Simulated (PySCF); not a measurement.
**CoS₂: relaxation and vibrations of the quartet**

Aim: relax CoS₂ as a quartet from a PBE0 minimum start, check by its vibrations whether the end is a minimum, and collect its spectrum and constants.

Method: PBE0, basis Co def2-SVP, S def2-SVP, no relativity, density fitting; program: PySCF 2.14.0.

## Step 1: The system as given

3 atoms, charge 0, spin multiplicity 4.

Bond lengths: Co1–S2 2.137 Å, Co1–S3 2.137 Å, S2–S3 2.195 Å. Angles: S2–Co1–S3 61.8°, Co1–S2–S3 59.1°, Co1–S3–S2 59.1°.

```xyz
3
charge 0 multiplicity 4
Co    0.0000    0.0000   -0.9541
S     1.0974    0.0000    0.8793
S    -1.0974    0.0000    0.8793
```

## Step 2: The SCF at the typed geometry

One driver script runs all steps and calls PySCF; scf.py shows how it sets up the SCF of each step. The optimiser is the driver's own. After this first run the driver tries any further starts and a stability analysis.

The input, scf.py:

```python
from pyscf import gto, scf, dft
mol = gto.M(atom='''
Co    -0.000000     0.000000    -0.954086
S      1.097352    -0.000000     0.879320
S     -1.097352     0.000000     0.879320''',
    basis={'Co': 'def2-SVP', 'S': 'def2-SVP'},
    charge=0, spin=3)
mf = dft.UKS(mol, xc='PBE0')
mf.grids.atom_grid = (50, 194)
aux = {'Co': 'def2-universal-JKFIT', 'S': 'def2-universal-JKFIT'}
mf = mf.density_fit(auxbasis=aux)
mf.conv_tol = 1e-08
mf.diis_space = 10
mf.max_cycle = 60
mf.init_guess = 'minao'
mf.verbose = 4
mf.kernel()
```

Launch:

```sh
$ OMP_NUM_THREADS=2 python axn.py task.json out
```

After this run come: Relaxation: PBE0 minimum start, quartet; Frequencies.

What does the calculation give? Wanted: minimum; geometry; wavenumbers; dipole moment; highest occupied, lowest empty level; polar-tensor charge of Co1; zero-point energy; atomisation energy; ⟨S²⟩.

As calculated:

```
                                          quantity                                                            value
                                           minimum                                                     quartet, C2v
                                          geometry  Co–S 2.137 Å (×2), S–S 2.195 Å; Co–S–S 59.1° (×2), S–Co–S 61.8°
                                wavenumbers (cm⁻¹)                                     314 (b2), 326 (a1), 494 (a1)
                                     dipole moment                                                           6.11 D
highest occupied, lowest empty level (either spin)                                                  -5.49, -2.91 eV
                        polar-tensor charge of Co1                                                          +0.85 e
                                 zero-point energy                                                       6.8 kJ/mol
                               entropy at 298.15 K                                                  295.8 J/(mol K)
         atomisation energy (no zero-point energy)                                                       614 kJ/mol
                                              ⟨S²⟩                                                            3.773
```

What this shows: The PBE0 minimum start keeps its C2v symmetry and ends in a minimum. In the infrared the band at 494 cm⁻¹ (a1) leads. With 6.1 D the molecule is strongly polar. Most of the spin sits on Co1 (Mulliken spin 2.48, against 3 for the whole molecule). Only this shape and spin were tried, so other structures or states may lie lower. Open d and f shells are described by one determinant, and the ground state may have another occupation or spin.
